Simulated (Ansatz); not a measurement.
# C4H3F5: ionisation energy by level of theory

One table from this session's results is given with a row withheld; the runs are named, their logs left out.

Program: Ansatz 0.2.0, Gaussian basis. Level of theory: unrestricted cation, the program's frozen cores in correlated methods. These are calculated values, not measurements.

Levels to be run: UKS PBE-D4/def2-TZVPP; UKS r2SCAN-D4/def2-TZVPP; UKS PBE0-D4/def2-TZVPP; UKS B3LYP-D4/def2-TZVPP; UKS wB97X-V/def2-TZVPP; UKS wB97M-V/def2-TZVPP; UKS B2PLYP/def2-TZVPP; UHF-CCSD(T)/def2-TZVPP; UHF-MP2/def2-QZVPP; extrapolation to the limit; then −ε(HOMO) from the neutral's earlier runs with LDA (SPW92), PBE-D4, revPBE-D4, BLYP-D4, r2SCAN-D4, B97M-V, PBE0-D4, B3LYP-D4, r2SCANh-D4, r2SCAN0-D4, HSE06-D4, BHLYP-D4, CAM-B3LYP-D4, LC-ωPBE, ωB97X-V, ωB97M-V.

### Structure used throughout

An earlier PBE0-D4 in a triple-zeta def2 set relaxation fixed the geometry.

SMILES `C/C(F)=C(\F)C(F)(F)F`, 12 atoms, charge 0, spin multiplicity 1.

Atoms are counted from 1 here; the program's logs count them from 0.

Bond lengths: C1–C2 1.476 Å, C1–H10 1.093 Å, C1–H11 1.093 Å, C1–H12 1.088 Å, C2–F3 1.332 Å, C2–C4 1.329 Å, C4–F5 1.339 Å, C4–C6 1.498 Å, C6–F7 1.339 Å, C6–F8 1.339 Å, C6–F9 1.326 Å. Angles: C2–C1–H10 109.7°, C2–C1–H11 109.7°, C2–C1–H12 111.0°, H10–C1–H11 107.8°, H10–C1–H12 109.2°, H11–C1–H12 109.2°, C1–C2–F3 114.0°, C1–C2–C4 125.9°, F3–C2–C4 120.1°, C2–C4–F5 119.3°, C2–C4–C6 129.5°, F5–C4–C6 111.2°, C4–C6–F7 110.4°, C4–C6–F8 110.4°, C4–C6–F9 112.6°, F7–C6–F8 106.9°, F7–C6–F9 108.1°, F8–C6–F9 108.1°.

The first run:

in.yaml

```yaml
crystal:
  periodic: [false, false, false]
  atoms:
    - {symbol: C, position_ang: [-1.577530, -0.283832, -1.156795]}
    - {symbol: C, position_ang: [-0.478354, -0.492991, -0.193461]}
    - {symbol: F, position_ang: [-0.437512, -1.719663, 0.323743]}
    - {symbol: C, position_ang: [0.421775, 0.414132, 0.170104]}
    - {symbol: F, position_ang: [0.364993, 1.642680, -0.359707]}
    - {symbol: C, position_ang: [1.562777, 0.292068, 1.133461]}
    - {symbol: F, position_ang: [1.434591, 1.182293, 2.125011]}
    - {symbol: F, position_ang: [2.722535, 0.557066, 0.519745]}
    - {symbol: F, position_ang: [1.648378, -0.916666, 1.673001]}
    - {symbol: H, position_ang: [-2.537151, -0.471320, -0.667948]}
    - {symbol: H, position_ang: [-1.481020, -0.990114, -1.985558]}
    - {symbol: H, position_ang: [-1.566484, 0.731150, -1.547596]}
basis:
  gaussian: {orbitals: def2-TZVPP}
total_charge: 1
magnetization: {spin_polarized: true, initial_magnetization: 1}
hamiltonian: {xc: pbe, dispersion: d4}
```

Started as:

```bash
ansatz run in.yaml --threads 2 --pin off --events-out ev --progress --plain --max-ram 32768MiB --backend cuda --devices 0, --max-vram 18GiB
```

Steps of the session up to this table: Cation, UKS PBE-D4/def2-TZVPP; Cation, UKS r2SCAN-D4/def2-TZVPP; Cation, UKS PBE0-D4/def2-TZVPP; Cation, UKS B3LYP-D4/def2-TZVPP; Cation, UKS wB97X-V/def2-TZVPP; Cation, UKS wB97M-V/def2-TZVPP; Cation, UKS B2PLYP (frozen core)/def2-TZVPP; Cation, UHF-CCSD(T)/def2-TZVPP; Cation, UHF-MP2/def2-QZVPP.

One table of the session follows, with a row left open; its other results are not shown here.

For comparison, −ε(HOMO) of the neutral from earlier runs:

```
  functional  −ε(HOMO) (eV)
 LDA (SPW92)           6.71
      PBE-D4           6.48
   revPBE-D4           6.40
     BLYP-D4           6.40
   r2SCAN-D4           6.76
      B97M-V           6.84
     PBE0-D4           7.87
    B3LYP-D4           7.68
  r2SCANh-D4           7.27
  r2SCAN0-D4           8.05
    HSE06-D4           7.46
    BHLYP-D4           9.16
CAM-B3LYP-D4           9.30
     LC-ωPBE          10.60
     ωB97X-V          10.22
     ωB97M-V              ?
```

Q: Estimate the row for ωB97M-V from the others.

The run gave: −ε(HOMO) (eV): 10.13. In the column «−ε(HOMO) (eV)» it lies between CAM-B3LYP-D4 (9.30) and ωB97X-V (10.22).
